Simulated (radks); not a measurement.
# C in [He] 2s2 2p2: an all-electron calculation

An exercise on one series of results from a longer session: the logs are not shown, and one member is left open.

The numbers are computed with radks (a radial shooting solver on a logarithmic mesh, Libxc functionals) version 1 (Dirac Kohn-Sham, LDA (Slater exchange, Perdew-Wang correlation), spin-unpolarised, spherical densities, finite nucleus; open shells are shared between the two j in proportion to 2j + 1), except any that are marked as measured or tabulated.

## Starting point

- element: carbon (Z = 6)
- charge: 0
- electrons: 6
- configuration: [He] 2s2 2p2
- nuclear rms radius: 2.4702 fm

Outer shells as boxes (Hund's rule):

C
```
[He] core
2s [↑↓]
2p [↑ ][↑ ][  ]
```

Set-up of the first run:

Input:

```text
Z 6
configuration [He] 2s2 2p2
relativity Dirac
functional lda,pw
spin unpolarised
j_filling average
nucleus finite rms 2.4702 fm
c 137.035999084
```

Run with:

```console
> python run_ks.py task.json out
```

All runs below come from this command, one after another.

Among the steps run: Self-consistent calculation.

One of the session's tables, all rows but one given; the rest of the session is left out.

It belongs to the step «Orbitals and density». Sizes of the orbitals, from the radial functions (bohr):

```
level     <r>  outermost maximum (interpolated)  90 % within
1s1/2  0.2727                             0.175        0.490
2s1/2   1.583                              1.22         2.54
2p1/2       ?                                 ?            ?
2p3/2   1.795                              1.19         3.13
```

Estimate the missing values for 2p1/2.

As computed: <r>: 1.793; outermost maximum (interpolated): 1.19; 90 % within: 3.12. In the column «<r>» it lies between 2s1/2 (1.583) and 2p3/2 (1.795).

To keep in mind: Spin polarisation and multiplet splitting are left out.
